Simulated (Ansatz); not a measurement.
**Bi started on an Al site and Bi started on an Al site in zincblende AlN, 64 atoms, charge 0**

How does the host give way around this defect, what does it cost to form, and which levels does it put into the gap? The levels of theory are PBEsol and r²SCAN.

Method: density functional theory in Ansatz 0.2.0, PAW datasets, plane waves.

## (1) Starting point

64 atoms (30 Al, 2 Bi, 32 N); a = 8.755 Å, b = 8.755 Å, c = 8.755 Å, α = 90.00°, β = 90.00°, γ = 90.00°. All atoms were shaken off their sites by about 0.02 Å along each axis. Defect site 1: (0.500, 0.500, 0.500). Defect site 2: (0.250, 0.250, 0.500).

Steps to follow: (2) PBEsol relaxation at the single k point (¼, ¼, ¼), on 8 threads of Intel Xeon 6975P-C; (3) r²SCAN single point at the single k point (¼, ¼, ¼), on 8 threads of Intel Xeon 6975P-C.

## (2) Relaxing the atoms with PBEsol

The input, in.yaml:

```yaml
crystal:
  lattice:
    - [8.755444, 0.000000, 0.000000]
    - [0.000000, 8.755444, 0.000000]
    - [0.000000, 0.000000, 8.755444]
  atoms:
    - { symbol: Al, position: [0.002495, 0.003129, 0.996532] }
    - { symbol: Al, position: [0.002122, 0.999044, 0.498105] }
    - { symbol: Al, position: [0.996502, 0.496232, 0.998558] }
    - { symbol: Al, position: [0.000307, 0.500039, 0.501837] }
    - { symbol: Al, position: [0.499731, 0.998701, 0.999064] }
    - { symbol: Al, position: [0.498460, 0.001928, 0.497269] }
    - { symbol: Al, position: [0.501278, 0.497289, 0.998566] }
    - { symbol: Al, position: [0.245998, 0.250477, 0.997204] }
    - { symbol: Al, position: [0.244794, 0.750687, 0.001035] }
    - { symbol: Al, position: [0.248756, 0.750207, 0.503384] }
    - { symbol: Al, position: [0.751822, 0.255308, 0.001965] }
    - { symbol: Al, position: [0.747170, 0.249889, 0.499414] }
    - { symbol: Al, position: [0.748993, 0.751697, 0.999830] }
    - { symbol: Al, position: [0.751702, 0.750074, 0.498373] }
    - { symbol: Al, position: [0.252135, 0.998138, 0.250046] }
    - { symbol: Al, position: [0.250984, 0.000320, 0.754232] }
    - { symbol: Al, position: [0.248698, 0.498500, 0.249471] }
    - { symbol: Al, position: [0.252388, 0.500217, 0.753291] }
    - { symbol: Al, position: [0.753534, 0.997252, 0.248051] }
    - { symbol: Al, position: [0.750456, 0.001130, 0.749357] }
    - { symbol: Al, position: [0.751519, 0.498788, 0.251028] }
    - { symbol: Al, position: [0.749363, 0.495380, 0.750628] }
    - { symbol: Al, position: [0.997715, 0.249006, 0.248666] }
    - { symbol: Al, position: [0.000620, 0.250943, 0.749639] }
    - { symbol: Al, position: [0.006976, 0.747940, 0.248393] }
    - { symbol: Al, position: [0.999628, 0.749060, 0.747203] }
    - { symbol: Al, position: [0.496457, 0.248027, 0.247778] }
    - { symbol: Al, position: [0.502156, 0.251158, 0.749503] }
    - { symbol: Al, position: [0.496388, 0.752282, 0.251751] }
    - { symbol: Al, position: [0.500038, 0.748480, 0.750985] }
    - { symbol: Bi, position: [0.501004, 0.500990, 0.499576] }
    - { symbol: Bi, position: [0.246891, 0.249525, 0.499913] }
    - { symbol: N, position: [0.124528, 0.122585, 0.121074] }
    - { symbol: N, position: [0.129184, 0.125871, 0.627510] }
    - { symbol: N, position: [0.126670, 0.622672, 0.129525] }
    - { symbol: N, position: [0.125415, 0.622946, 0.628222] }
    - { symbol: N, position: [0.628124, 0.121491, 0.122338] }
    - { symbol: N, position: [0.631168, 0.123075, 0.626319] }
    - { symbol: N, position: [0.621407, 0.624586, 0.126454] }
    - { symbol: N, position: [0.624886, 0.624647, 0.620393] }
    - { symbol: N, position: [0.379190, 0.372213, 0.123891] }
    - { symbol: N, position: [0.373414, 0.376518, 0.620924] }
    - { symbol: N, position: [0.376685, 0.875554, 0.122571] }
    - { symbol: N, position: [0.370242, 0.871439, 0.621906] }
    - { symbol: N, position: [0.874565, 0.376889, 0.125120] }
    - { symbol: N, position: [0.871961, 0.371153, 0.626277] }
    - { symbol: N, position: [0.873513, 0.875571, 0.122362] }
    - { symbol: N, position: [0.873441, 0.876060, 0.624737] }
    - { symbol: N, position: [0.372884, 0.126348, 0.375385] }
    - { symbol: N, position: [0.375340, 0.124256, 0.873564] }
    - { symbol: N, position: [0.370738, 0.627189, 0.376993] }
    - { symbol: N, position: [0.373454, 0.624818, 0.878831] }
    - { symbol: N, position: [0.876156, 0.126023, 0.377315] }
    - { symbol: N, position: [0.873793, 0.122155, 0.872052] }
    - { symbol: N, position: [0.874505, 0.623926, 0.375334] }
    - { symbol: N, position: [0.874449, 0.626836, 0.874034] }
    - { symbol: N, position: [0.124529, 0.373871, 0.373757] }
    - { symbol: N, position: [0.125951, 0.376241, 0.876137] }
    - { symbol: N, position: [0.123669, 0.875427, 0.372984] }
    - { symbol: N, position: [0.123352, 0.878026, 0.874445] }
    - { symbol: N, position: [0.621205, 0.381250, 0.371544] }
    - { symbol: N, position: [0.623948, 0.374730, 0.874367] }
    - { symbol: N, position: [0.629229, 0.870359, 0.371628] }
    - { symbol: N, position: [0.624295, 0.877730, 0.871819] }
  symmetry: { detect: false }
kpoints:
  mp_grid: { grid: [1, 1, 1], shift: [0.25, 0.25, 0.25] }
hamiltonian:
  xc: pbesol
scf:
  occupations: { method: fermi_dirac, width: 0.01 }
relax:
  f_tol: 0.03
  max_steps: 80
  escape_saddle: false
  adjacent_minimum: "off"
output:
  forces: true
  eigenvalues: true
  populations: true
```

Started as:

```
> ansatz run in.yaml --threads 8 --pin off --max-ram 13300MiB --runs-dir r --events-out ev --progress --plain
```

After this run come: Single point with r²SCAN.

Q: Predict the outcome of this session. Wanted: for each run, formation energy; host gap; top filled to lowest empty.

The runs gave:

```
             level                  time  formation energy (eV)  host gap (eV)  top filled to lowest empty (eV)
PBEsol, relaxation  19 s (8 CPU threads)                  14.10           3.17                             1.23
            r²SCAN  10 s (8 CPU threads)                  15.59           3.92                             1.47
```

```
     quantity                              value
   relaxation  9 recorded steps, 12.17 eV gained
largest shift                       0.60 Å (N42)
```

The relaxation lowers the energy by 12.17 eV; the largest shift is 0.60 Å (N42). The formation energy goes from 14.10 eV (PBEsol) to 15.59 eV (r²SCAN). The reservoirs are the elements' reference phases; where the defect changes the composition, the value depends on that choice. r²SCAN puts 2 localised levels over 0.1 eV inside the gap, at 2.29 (filled), 2.69 (filled) eV, the tightest of them shared by about 8 atoms. No spin–orbit coupling is included; with elements this heavy it would shift the edges. The host's edges were read at Γ, so band-like levels at this k point need not coincide with them. One k point and a cell of this size can leave errors of several tenths of an eV.
